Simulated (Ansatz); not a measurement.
**CCl3F3Si: basis-set convergence**

One table from this session's results is given with a row withheld; the runs are named, their logs left out.

Program: Ansatz 0.2.0, Gaussian basis. Level of theory: one geometry, several basis sets. These are calculated values, not measurements.

The runs, in order: PBE0-D4/def2-SVP; ωB97M-V/def2-SVP; PBE0-D4/def2-QZVPP; ωB97M-V/def2-QZVPP; the functionals' def2-TZVPP values are taken from earlier runs.

## The geometry

All runs share one geometry, relaxed beforehand with PBE0-D4 in a triple-zeta def2 set.

SMILES `FC(F)(F)[Si](Cl)(Cl)Cl`, 8 atoms, charge 0, spin multiplicity 1.

Atoms are counted from 1 here; the program's logs count them from 0.

Bond lengths: F1–C2 1.339 Å, C2–F3 1.339 Å, C2–F4 1.339 Å, C2–Si5 1.931 Å, Si5–Cl6 2.018 Å, Si5–Cl7 2.018 Å, Si5–Cl8 2.018 Å. Angles: F1–C2–F3 107.6°, F1–C2–F4 107.6°, F1–C2–Si5 111.3°, F3–C2–F4 107.6°, F3–C2–Si5 111.3°, F4–C2–Si5 111.3°, C2–Si5–Cl6 107.9°, C2–Si5–Cl7 107.9°, C2–Si5–Cl8 107.9°, Cl6–Si5–Cl7 111.0°, Cl6–Si5–Cl8 111.0°, Cl7–Si5–Cl8 111.0°.

The first run:

Contents of in.yaml:

```yaml
crystal:
  periodic: [false, false, false]
  atoms:
    - {symbol: F, position_ang: [0.597957, -0.947807, 1.600338]}
    - {symbol: C, position_ang: [0.748178, -0.630522, 0.308008]}
    - {symbol: F, position_ang: [0.750674, -1.772634, -0.391341]}
    - {symbol: F, position_ang: [1.955023, -0.067319, 0.167316]}
    - {symbol: Si, position_ang: [-0.652932, 0.555093, -0.290881]}
    - {symbol: Cl, position_ang: [-0.565695, 2.231920, 0.827832]}
    - {symbol: Cl, position_ang: [-0.324929, 0.966616, -2.238681]}
    - {symbol: Cl, position_ang: [-2.416177, -0.392548, -0.038292]}
basis:
  gaussian: {orbitals: def2-SVP}
hamiltonian: {xc: pbe0, dispersion: d4}
output: {orbitals: {seedname: orbitals}}
```

On the command line:

```sh
> ansatz run in.yaml --threads 4 --pin off --events-out ev --progress --plain --max-ram 11315MiB
```

Steps of the session up to this table: PBE0-D4 in def2-SVP; ωB97M-V in def2-SVP; PBE0-D4 in def2-QZVPP; ωB97M-V in def2-QZVPP.

One of the session's tables, all rows but one given; the rest of the session is left out.

It belongs to the step «Density functionals: the series». 

```
functional       basis  HOMO (eV)  LUMO (eV)
   PBE0-D4    def2-SVP      -9.59      -0.06
   PBE0-D4  def2-TZVPP          ?          ?
   PBE0-D4  def2-QZVPP      -9.74      -0.58
   ωB97M-V    def2-SVP     -11.76       2.13
   ωB97M-V  def2-TZVPP     -11.92       1.65
   ωB97M-V  def2-QZVPP     -11.97       1.32
```

Estimate the missing values for PBE0-D4, def2-TZVPP.

**Answer.** HOMO (eV): -9.70; LUMO (eV): -0.42. In the column «HOMO (eV)» it lies between PBE0-D4, def2-QZVPP (-9.74) and PBE0-D4, def2-SVP (-9.59).
